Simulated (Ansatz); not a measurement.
# Sc3AlP: the cost of one run

Method: DFT PBE, scalar-relativistic, plane waves, PAW, in Ansatz 0.2.0.

## (1) Starting point

It takes space group P-6m2 (No. 187, hexagonal). Conventional cell: a = 4.299 Å, b = 4.299 Å, c = 5.160 Å, α = 90.00°, β = 90.00°, γ = 120.00°. Around Sc (site symmetry 3m) lie 5 Sc at 2.57 to 2.79 Å and 3 Al at 2.79 Å and 3 P at 2.80 Å. Sc (site symmetry -6m2) has 3 Al at 2.48 Å and 2 P at 2.58 Å and 6 Sc at 2.79 Å as nearest neighbours. Around Al (site symmetry -6m2) lie 9 Sc at 2.48 to 2.79 Å. Around P (site symmetry -6m2) lie 8 Sc at 2.58 to 2.80 Å.

Structure file:

```
CELL_PARAMETERS angstrom
4.29919 0.00000 0.00000
-2.14960 3.72321 0.00000
0.00000 0.00000 5.15990
ATOMIC_POSITIONS crystal
Sc 0.66667 0.33333 0.24892
Sc 0.66667 0.33333 0.75108
Sc 0.00000 0.00000 0.00000
Al 0.33333 0.66667 0.00000
P 0.00000 0.00000 0.50000
```

The cell is invented: species swapped into a database cell of GaFe3As (P-6m2, No. 187), with Al on the Ga sites, Sc on the Fe sites and P on the As sites. Lengths come from tabulated atomic sizes and are only a guess.

## (2) A first look at the guess

input.yaml reads:

```yaml
crystal:
  lattice:
    - [4.29919168, 0.0, 0.0]
    - [-2.14959584, 3.72320921, 0.0]
    - [0.0, 0.0, 5.15989582]
  atoms:
    - { symbol: Sc, position: [0.66666667, 0.33333333, 0.248919] }
    - { symbol: Sc, position: [0.66666667, 0.33333333, 0.751081] }
    - { symbol: Sc, position: [0.0, 0.0, 0.0] }
    - { symbol: Al, position: [0.33333333, 0.66666667, 0.0] }
    - { symbol: P, position: [0.0, 0.0, 0.5] }
basis:
  ecutwfc: 420
kpoints:
  mp_grid: { grid: [6, 6, 4] }
hamiltonian:
  xc: pbe
scf:
  occupations: { method: gaussian, width: 0.1 }
  lower_state_search: "off"
output:
  forces: true
  stress: true
  eigenvalues: true
```

Run with:

```console
$ ansatz run input.yaml --threads 1 --pin off --max-ram 2560MiB --backend cpu --events-out ev --progress --plain --runs-dir out
```

What time and memory should one allow on 1 thread of Intel Xeon Platinum 8259CL at 2.50GHz (Skylake/Cascade Lake), shared host?

About 4.5 s, with a peak of 0.39 GiB.
